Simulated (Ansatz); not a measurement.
Ta₄C₃, space group Pm-3m, a scan of one input key

Computed with the Python package of Ansatz (0.2.0).

The script reads `POSCAR_ta4c3`:
```text
Ta4C3
1.0
   4.44528100    0.00000000    0.00000000
   0.00000000    4.44528100    0.00000000
   0.00000000    0.00000000    4.44528100
Ta C
4 3
Direct
   0.00000000    0.50000000    0.50000000
   0.50000000    0.00000000    0.50000000
   0.50000000    0.50000000    0.00000000
   0.00000000    0.00000000    0.00000000
   0.50000000    0.00000000    0.00000000
   0.00000000    0.50000000    0.00000000
   0.00000000    0.00000000    0.50000000
```

Script `ta4c3.py`:
```python
"""Editing single keys of the input for Ta4C3."""

import ansatz as az
from ase.io import read


def main() -> None:
    atoms = read("POSCAR_ta4c3", format="vasp")
    system = az.Crystal.from_ase(atoms)

    setup = (
        system.calculation()
        .occupations(az.OccupationsMethod.FERMI_DIRAC, width=150 * az.meV)
        .pseudopotentials("paw")
        .functional("pbesol")
        .kpoints(6, 6, 6)  # the mesh must be finer for metals
        .band_table()
    )
    typed = setup.input()
    rows = []
    for value in [0.1, 0.3, 0.6]:
        edited = typed.set(az.key.scf.mixing.beta, value)
        data = az.Session.from_dict(edited).plan().execute().report
        rows.append((value, data["free_energy_ev"], data["n_iterations"], len(data["eigenvalues_ev"][0]) if "eigenvalues_ev" in data else 0))
    for row in rows:
        print("; ".join(f"{name} = {round(v, 4) if isinstance(v, float) else v}" for name, v in zip(["beta", "F eV", "iterations", "bands listed"], row)))
    print(edited.to_yaml())


if __name__ == "__main__":
    main()
```

```console
$ python ta4c3.py
DeckWarning: basis.ecutwfc = 420 eV, auto-derived from the records' recommended cutoffs: set by Ta (normal level)
beta = 0.1; F eV = -39969.8579; iterations = 7; bands listed = 40
beta = 0.3; F eV = -39969.8579; iterations = 7; bands listed = 40
beta = 0.6; F eV = -39969.8579; iterations = 7; bands listed = 40
crystal:
  lattice:
    - [4.445281, 0.0, 0.0]
    - [0.0, 4.445281, 0.0]
    - [0.0, 0.0, 4.445281]
  atoms:
    - { symbol: Ta, position: [0.0, 0.5, 0.5] }
    - { symbol: Ta, position: [0.5, 0.0, 0.5] }
    - { symbol: Ta, position: [0.5, 0.5, 0.0] }
    - { symbol: Ta, position: [0.0, 0.0, 0.0] }
    - { symbol: C, position: [0.5, 0.0, 0.0] }
    - { symbol: C, position: [0.0, 0.5, 0.0] }
    - { symbol: C, position: [0.0, 0.0, 0.5] }
kpoints:
  mp_grid:
    grid: [6, 6, 6]
hamiltonian:
  xc: pbesol
  pseudopotentials:
    kind: paw
scf:
  occupations:
    method: fermi_dirac
    width: 0.15
  mixing:
    beta: 0.6
output:
  eigenvalues: true
```
(Warnings from the package without file and line, repeats left out.)

Caveats:
- Absolute energies stand on the zero of these potentials, so only differences at equal settings mean something. A total without «per atom» is that of the whole cell that was run.
- For a metal this k-point mesh is coarse: on a finer one energies can move by several to tens of meV an atom and pressures by half a GPa or more, differences at one mesh by less.
- A Fermi-Dirac width this large means warm electrons, whose thermal share enters the free energy.
- Spin-orbit coupling, which matters for elements this heavy, is left out.
- This cell is a computed structure, which may not be the phase found in nature.
- Finished in 13 s on 1 thread of Arm Neoverse V1, with other jobs on the host, peak memory 0.46 GiB.
